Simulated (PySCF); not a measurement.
# Fluorine: the same states on changed settings, part 2 of 2

These states were run before on sound settings. What differs here: initial guess sap, at most 50 SCF cycles. What does it move?

PySCF 2.14.0; changed: initial guess sap, at most 50 SCF cycles. The scripts are equivalent inputs of a driver's runs. The steps go on from the part before.

## Step 3: Changed run, F⁺

UHF:

Input file input.py:

```python
from pyscf import gto, scf, dft, mp, cc
import basis_set_exchange as bse
mol = gto.M(atom="F 0 0 0", charge=1, spin=2, symmetry="D2h",
            basis=gto.basis.parse(bse.get_basis("def2-SVP", elements=["F"], fmt="nwchem", header=False)))
mf = scf.UHF(mol)
mf.irrep_nelec = {'Ag': (2, 2), 'B1u': (1, 0), 'B2u': (1, 1), 'B3u': (1, 0)}
mf.init_guess = "sap"
mf.max_cycle = 50
mf.kernel()
```

Log:

```text
damping factor = 0
level_shift factor = 0
DIIS = <class 'pyscf.scf.diis.CDIIS'>
diis_start_cycle = 1
diis_space = 10
diis_damp = 0
SCF conv_tol = 1e-09
SCF conv_tol_grad = None
number electrons alpha = 5  beta = 3
irrep_nelec {'Ag': (2, 2), 'B1g': (0, 0), 'B2g': (0, 0), 'B3g': (0, 0), 'B1u': (1, 0), 'B2u': (1, 1), 'B3u': (1, 0)}
alpha HOMO (B1u) = -0.856744355445961  LUMO (Ag) = 0.643696013923493

WARN: HOMO -0.856744355445961 >= LUMO -1.56660944791995

cycle= 1 E= -98.6881885080021  delta_E= -0.268  |g|= 0.186  |ddm|= 1.08
alpha HOMO (B2u) = -1.43117774935557  LUMO (Ag) = 0.705005786193047
  HOMO = -1.33035212915  LUMO = -0.509838074021  gap/eV = 22.32732
cycle= 2 E= -98.7025378928845  delta_E= -0.0143  |g|= 0.056  |ddm|= 0.121
alpha HOMO (B2u) = -1.42345906150349  LUMO (Ag) = 0.705253685819838
  HOMO = -1.32202685827  LUMO = -0.502639444942  gap/eV = 22.29667
cycle= 3 E= -98.7043931684082  delta_E= -0.00186  |g|= 0.00894  |ddm|= 0.0576
alpha HOMO (B2u) = -1.42274596800071  LUMO (Ag) = 0.705750305925937
  HOMO = -1.31535514008  LUMO = -0.500003128978  gap/eV = 22.18686
cycle= 4 E= -98.7044470504129  delta_E= -5.39e-05  |g|= 0.00168  |ddm|= 0.0107
alpha HOMO (B2u) = -1.42415348402789  LUMO (Ag) = 0.70531797692133
  HOMO = -1.31491296461  LUMO = -0.500649984883  gap/eV = 22.15722
cycle= 5 E= -98.7044489451258  delta_E= -1.89e-06  |g|= 0.000336  |ddm|= 0.0019
alpha HOMO (B2u) = -1.42414269789123  LUMO (Ag) = 0.705414307066544
  HOMO = -1.31457810102  LUMO = -0.500441605769  gap/eV = 22.15378
cycle= 6 E= -98.7044490224245  delta_E= -7.73e-08  |g|= 5.59e-05  |ddm|= 0.000371
alpha HOMO (B2u) = -1.42421118829004  LUMO (Ag) = 0.705394403219341
  HOMO = -1.31459402972  LUMO = -0.500474682544  gap/eV = 22.15332
cycle= 7 E= -98.7044490243689  delta_E= -1.94e-09  |g|= 2.09e-06  |ddm|= 6.31e-05
alpha HOMO (B2u) = -1.42421063743154  LUMO (Ag) = 0.705395124753037
  HOMO = -1.31459367783  LUMO = -0.500473555064  gap/eV = 22.15334
cycle= 8 E= -98.7044490243709  delta_E= -2.05e-12  |g|= 2.25e-07  |ddm|= 2.2e-06
converged SCF energy = -98.7044490243709  <S^2> = 2.004447  2S+1 = 3.0029632
```

Time after the integrals: 0.09 s (1 thread of AMD EPYC 7R43, shared host).

The occupied shells:

| shell | electrons | mean orbital energy (eV) | spread (eV) | rms radius (bohr) |
| --- | --- | --- | --- | --- |
| 1s α | 1 | -740.08 | 0 | 0.204 |
| 1s β | 1 | -737.05 | 0 | 0.204 |
| 2s α | 1 | -64.621 | 0 | 1.07 |
| 2s β | 1 | -53.687 | 0 | 1.07 |
| 2p α | 3 | -40.914 | 3.239 | 1.11 |
| 2p β | 1 | -35.772 | 0 | 1.11 |

⟨S²⟩ = 2.004, ⟨L²⟩ = 2.01.

M06-L:

input.py differs from the last one in:

```diff
@@ -4,3 +4,3 @@
             basis=gto.basis.parse(bse.get_basis("def2-SVP", elements=["F"], fmt="nwchem", header=False)))
-mf = scf.UHF(mol)
+mf = dft.UKS(mol, xc="M06L")
 mf.irrep_nelec = {'Ag': (2, 2), 'B1u': (1, 0), 'B2u': (1, 1), 'B3u': (1, 0)}
```

Log:

```text
damping factor = 0
level_shift factor = 0
DIIS = <class 'pyscf.scf.diis.CDIIS'>
diis_start_cycle = 1
diis_space = 10
diis_damp = 0
SCF conv_tol = 1e-09
SCF conv_tol_grad = None
number electrons alpha = 5  beta = 3
irrep_nelec {'Ag': (2, 2), 'B1g': (0, 0), 'B2g': (0, 0), 'B3g': (0, 0), 'B1u': (1, 0), 'B2u': (1, 1), 'B3u': (1, 0)}
XC functionals = M06L
    Y. Zhao and D. G. Truhlar.,  J. Chem. Phys. 125, 194101 (2006)
    Y. Zhao and D. G. Truhlar.,  J. Chem. Phys. 125, 194101 (2006)
    Y. Zhao and D. G. Truhlar.,  Theor. Chem. Acc. 120, 215 (2008)
alpha HOMO (B1u) = -1.25229961500218  LUMO (Ag) = 0.362629344508415

WARN: HOMO -1.25229961500218 >= LUMO -1.27362207804609

cycle= 1 E= -98.948318204631  delta_E= -0.219  |g|= 0.321  |ddm|= 1.18
alpha HOMO (B2u) = -0.971593032679901  LUMO (Ag) = 0.506326601147711
  HOMO = -0.897361516743  LUMO = -0.7804514808  gap/eV = 3.18128
cycle= 2 E= -98.9776109078834  delta_E= -0.0293  |g|= 0.167  |ddm|= 0.364
alpha HOMO (B2u) = -1.08444340831977  LUMO (Ag) = 0.432038779046573
  HOMO = -1.00863556122  LUMO = -0.878800568818  gap/eV = 3.53299
cycle= 3 E= -98.9871370544197  delta_E= -0.00953  |g|= 0.0118  |ddm|= 0.121
alpha HOMO (B2u) = -1.08187931839874  LUMO (Ag) = 0.430287552995947
  HOMO = -1.0055620564  LUMO = -0.870983611674  gap/eV = 3.66207
cycle= 4 E= -98.9871941979484  delta_E= -5.71e-05  |g|= 0.000645  |ddm|= 0.011
alpha HOMO (B2u) = -1.08189381172481  LUMO (Ag) = 0.43083536173079
  HOMO = -1.00512300951  LUMO = -0.87068926454  gap/eV = 3.65813
cycle= 5 E= -98.987194392511  delta_E= -1.95e-07  |g|= 3.44e-05  |ddm|= 0.000609
alpha HOMO (B2u) = -1.08189810417942  LUMO (Ag) = 0.430836207701856
  HOMO = -1.00510649778  LUMO = -0.870680374366  gap/eV = 3.65792
cycle= 6 E= -98.9871943931079  delta_E= -5.97e-10  |g|= 1.47e-06  |ddm|= 3.45e-05
converged SCF energy = -98.9871943931079  <S^2> = 2.0038692  2S+1 = 3.0025784
```

Time after the integrals: 0.19 s (1 thread of AMD EPYC 7R43, shared host).

MN15:

input.py differs from the last one in:

```diff
@@ -4,3 +4,3 @@
             basis=gto.basis.parse(bse.get_basis("def2-SVP", elements=["F"], fmt="nwchem", header=False)))
-mf = dft.UKS(mol, xc="M06L")
+mf = dft.UKS(mol, xc="MN15")
 mf.irrep_nelec = {'Ag': (2, 2), 'B1u': (1, 0), 'B2u': (1, 1), 'B3u': (1, 0)}
```

Log:

```text
damping factor = 0
level_shift factor = 0
DIIS = <class 'pyscf.scf.diis.CDIIS'>
diis_start_cycle = 1
diis_space = 10
diis_damp = 0
SCF conv_tol = 1e-09
SCF conv_tol_grad = None
number electrons alpha = 5  beta = 3
irrep_nelec {'Ag': (2, 2), 'B1g': (0, 0), 'B2g': (0, 0), 'B3g': (0, 0), 'B1u': (1, 0), 'B2u': (1, 1), 'B3u': (1, 0)}
XC functionals = MN15
    H. S. Yu, X. He, S. L. Li, and D. G. Truhlar.,  Chem. Sci. 7, 5032-5051 (2016)
    H. S. Yu, X. He, S. L. Li, and D. G. Truhlar.,  Chem. Sci. 7, 5032-5051 (2016)
alpha HOMO (B1u) = -1.1828937687117  LUMO (Ag) = 0.43144863162091

WARN: HOMO -1.1828937687117 >= LUMO -1.38046193935316

cycle= 1 E= -98.8834949404081  delta_E= -0.23  |g|= 0.298  |ddm|= 1.16
alpha HOMO (B2u) = -1.09317655609179  LUMO (Ag) = 0.591306092406216
  HOMO = -1.01309227068  LUMO = -0.701567556724  gap/eV = 8.47702
cycle= 2 E= -98.9064518197318  delta_E= -0.023  |g|= 0.142  |ddm|= 0.308
alpha HOMO (B2u) = -1.1926027174982  LUMO (Ag) = 0.534805062584545
  HOMO = -1.11158207871  LUMO = -0.796845627461  gap/eV = 8.56442
cycle= 3 E= -98.9131801264121  delta_E= -0.00673  |g|= 0.00639  |ddm|= 0.0986
alpha HOMO (B2u) = -1.18946684431926  LUMO (Ag) = 0.537292225236988
  HOMO = -1.10794045727  LUMO = -0.792598178714  gap/eV = 8.58090
cycle= 4 E= -98.913195399411  delta_E= -1.53e-05  |g|= 0.000364  |ddm|= 0.00544
alpha HOMO (B2u) = -1.18948702976198  LUMO (Ag) = 0.537325684265632
  HOMO = -1.10779042805  LUMO = -0.792448876351  gap/eV = 8.58088
cycle= 5 E= -98.9131954764086  delta_E= -7.7e-08  |g|= 1.52e-05  |ddm|= 0.000438
alpha HOMO (B2u) = -1.18949046636228  LUMO (Ag) = 0.53732650134576
  HOMO = -1.10778497822  LUMO = -0.792446448663  gap/eV = 8.58080
cycle= 6 E= -98.9131954765387  delta_E= -1.3e-10  |g|= 7.26e-07  |ddm|= 1.67e-05
converged SCF energy = -98.9131954765387  <S^2> = 2.0005208  2S+1 = 3.0003472
```

It took 0.19 s on 1 thread of AMD EPYC 7R43, shared host, the integrals not counted.

MP2 (valence):

input.py differs from the last one in:

```diff
@@ -4,3 +4,3 @@
             basis=gto.basis.parse(bse.get_basis("def2-SVP", elements=["F"], fmt="nwchem", header=False)))
-mf = dft.UKS(mol, xc="MN15")
+mf = scf.UHF(mol)
 mf.irrep_nelec = {'Ag': (2, 2), 'B1u': (1, 0), 'B2u': (1, 1), 'B3u': (1, 0)}
@@ -9 +9,2 @@
 mf.kernel()
+mp.UMP2(mf, frozen=1).kernel()
```

The driver printed no log here.

Time after the integrals: 0.01 s (1 thread of AMD EPYC 7R43, shared host).

With 6 electrons correlated, the MP2 correlation energy is -0.09473 hartree (-0.02340 same spin, -0.07133 opposite spin); the SCS form gives -0.09340. Largest pairs of shells: 2p-2p -0.0455, 2s-2p -0.0423, 2s-2s -0.0069.

CCSD(T) (valence):

input.py differs from the last one in:

```diff
@@ -9,2 +9,3 @@
 mf.kernel()
-mp.UMP2(mf, frozen=1).kernel()
+mycc = cc.CCSD(mf, frozen=1).run()
+mycc.ccsd_t()
```

Log:

```text
CC2 = 0
CCSD nocc = (np.int64(4), np.int64(2)), nmo = (13, 13)
frozen orbitals [[0], [0]]
max_cycle = 100
direct = 0
conv_tol = 1e-08
conv_tol_normt = 1e-06
diis_space = 8
diis_start_cycle = 0
Init t2, MP2 energy = -0.0947325999116559
Init E_corr(UCCSD) = -0.0947325999116769
cycle = 1  E_corr(UCCSD) = -0.106138907843845  dE = -0.0114063079  norm(t1,t2) = 0.0220524
cycle = 2  E_corr(UCCSD) = -0.108274498797819  dE = -0.00213559095  norm(t1,t2) = 0.00624438
cycle = 3  E_corr(UCCSD) = -0.10908369119143  dE = -0.000809192394  norm(t1,t2) = 0.00255159
cycle = 4  E_corr(UCCSD) = -0.109060508563787  dE = 2.31826276e-05  norm(t1,t2) = 0.000623907
cycle = 5  E_corr(UCCSD) = -0.109064445220554  dE = -3.93665677e-06  norm(t1,t2) = 9.18941e-05
cycle = 6  E_corr(UCCSD) = -0.109064153640465  dE = 2.91580089e-07  norm(t1,t2) = 1.41874e-05
cycle = 7  E_corr(UCCSD) = -0.109064315947652  dE = -1.62307187e-07  norm(t1,t2) = 1.89229e-06
cycle = 8  E_corr(UCCSD) = -0.109064288780248  dE = 2.71674044e-08  norm(t1,t2) = 2.9958e-07
cycle = 9  E_corr(UCCSD) = -0.109064288451016  dE = 3.292316e-10  norm(t1,t2) = 4.22757e-08
UCCSD converged
E(UCCSD) = -98.81351331282197  E_corr = -0.109064288451016
UCCSD(T) correction = -0.000823298056473209
```

Time after the integrals: 0.12 s (1 thread of AMD EPYC 7R43, shared host).

CCSD correlation -0.10906 hartree, triples -0.00082; total -98.814337. T1 = 0.004, largest double amplitude 0.042.

## Step 4: Against the sound run

| species | method | converged | energy less sound run (eV) |
| --- | --- | --- | --- |
| F | UHF | yes | -0.0000 |
| F | M06-L | yes | -0.0000 |
| F | MN15 | yes | +0.0000 |
| F | MP2 (valence) | yes | -0.0000 |
| F | CCSD(T) (valence) | yes | -0.0000 |
| F⁺ | UHF | yes | -0.0000 |
| F⁺ | M06-L | yes | +0.0000 |
| F⁺ | MN15 | yes | +0.0000 |
| F⁺ | MP2 (valence) | yes | +0.0000 |
| F⁺ | CCSD(T) (valence) | yes | -0.0000 |

Ionisation energy of F:

| method | sound run (eV) | changed run (eV) | shift (eV) |
| --- | --- | --- | --- |
| UHF | 15.772 | 15.772 | -0.000 |
| M06-L | 17.523 | 17.523 | +0.000 |
| MN15 | 17.431 | 17.431 | +0.000 |
| MP2 | 16.959 | 16.959 | +0.000 |
| SCS-MP2 | 16.914 | 16.914 | +0.000 |
| CCSD | 16.879 | 16.879 | -0.000 |
| CCSD(T) | 16.881 | 16.881 | -0.000 |

## Step 5: Summary of results

The summary covers parts 1 to 2.

| quantity | value |
| --- | --- |
| change | initial guess sap, at most 50 SCF cycles |
| runs converged | 10 of 10 |
| largest shift of a converged total energy | 0.000 eV |
| largest shift of the ionisation energy | +0.000 eV (SCS-MP2) |

**Reading.** The difference hardly moves. Here the plain start reaches the same solutions.
